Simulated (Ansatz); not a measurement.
# Mg3Sc: the cost of one run

Computed with Ansatz 0.2.0, driven from Python. Level of theory: DFT LDA, plane waves, PAW.

## Step 1: The structure

The structure is cubic, space group Pm-3m (No. 221). Conventional cell: a = 4.513 Å, b = 4.513 Å, c = 4.513 Å, α = 90.00°, β = 90.00°, γ = 90.00°. Mg (site symmetry 4/mmm) has 8 Mg at 3.19 Å and 4 Sc at 3.19 Å as nearest neighbours. Sc (site symmetry m-3m) has 12 Mg at 3.19 Å as nearest neighbours.

The script holds or builds the structure itself.

## Step 2: The code

Input file run_smear.py:

```python
'''Smearing width test for Mg3Sc.'''

import ansatz as az

mg3sc = (
    az.Lattice.cubic(4.513144)
    .space_group(221)
    .atom('Mg', (0.5, 0.5, 0.0))
    .atom('Sc', (0.0, 0.0, 0.0))
)

model = (
    mg3sc.calculation()
    .pseudopotentials('paw')
    .basis(470)
    .scf(tolerance=1e-10)
    .functional('LDA')
    .kpoints(5, 5, 5)
    .forces()
    .stress()
)

rows = []
for value in [0.3, 0.2, 0.1, 0.05]:
    data = model.occupations('gaussian', width=value).run(threads=1).report
    rows.append((value, data['free_energy_ev'] / len(data['lattice']['sites']), data['n_iterations'], sum(data['stress_gpa'][i][i] for i in range(3)) / 3, max(abs(f) for row in data['forces_ev_ang'] for f in row), data['n_kpoints']))

print('  width (eV)   F/atom (eV)    iterations       P (GPa)  max component (eV/A)      k-points')
for row in rows:
    print(f'{str(row[0]):>12s}  {row[1]:12.5f}  {row[2]:12d}  {row[3]:12.3f}  {row[4]:20.4f}  {row[5]:12d}')

# differences from the last row
for row in rows[:-1]:
    shift = 1000 * (row[1] - rows[-1][1])
    print(f'{row[0]}: {shift:+.2f} meV/atom' + ('  (within 1 meV)' if abs(shift) < 1 else ''))
```

## Step 3: The run

The run is started by

```console
$ python run_smear.py
```

What time and memory should one allow on 1 thread of Arm Neoverse V1, shared host?

About 7.5 s, with a peak of 0.37 GiB.
